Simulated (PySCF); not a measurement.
# C2H7AsOSi: the cost of one run

Programs: PySCF 2.14.0, with density-fitted response routines of our own. Each step states its level of theory. These are calculated values for one molecule in the gas phase, unless marked as measured. Atoms are numbered from 0 throughout.

## 1. The molecule as given

12 atoms, charge 0, multiplicity 1; geometry from: PBE0-D3(BJ)/def2-SVP.

Bonds of the start (Å): C0–C1 1.50, C1–O2 1.21, C1–Si3 1.95, Si3–As4 2.36, C0–H5 1.10, C0–H6 1.10, C0–H7 1.10, Si3–H8 1.50, Si3–H9 1.50, As4–H10 1.53, As4–H11 1.52.

## 2. Core-electron binding energies: SCAN, X2C

The job: settings as JSON, then the geometry in Å.

```
{"job": {"kind": "xps"}, "charge": 0, "multiplicity": 1}
C     -2.039265    -0.318182    -0.044810
C     -0.643770    -0.189470     0.502839
O     -0.334463    -0.617527     1.592565
Si     0.746545     0.682480    -0.547216
As     2.646961     0.480733     0.836005
H     -2.443668     0.678411    -0.286179
H     -2.017955    -0.888070    -0.988309
H     -2.688014    -0.823129     0.684766
H      0.841249     0.038089    -1.896021
H      0.385540     2.120327    -0.759157
H      3.590428     0.861532    -0.305481
H      2.759070    -1.005443     0.514816
```

Method: delta-SCF UKS SCAN, pcX-2 on the ionised atom, pcseg-1 elsewhere, spin-free X2C.

On the command line:

```sh
$ OMP_NUM_THREADS=1 python probes_run.py task.json out
```

The driver reads the jobs from task.json and runs them one after another.

**Question.** How long does this first job take on 1 thread of Arm Neoverse V1, shared host, and how much memory does it need?

About 32 s, with a peak of 0.6 GiB.
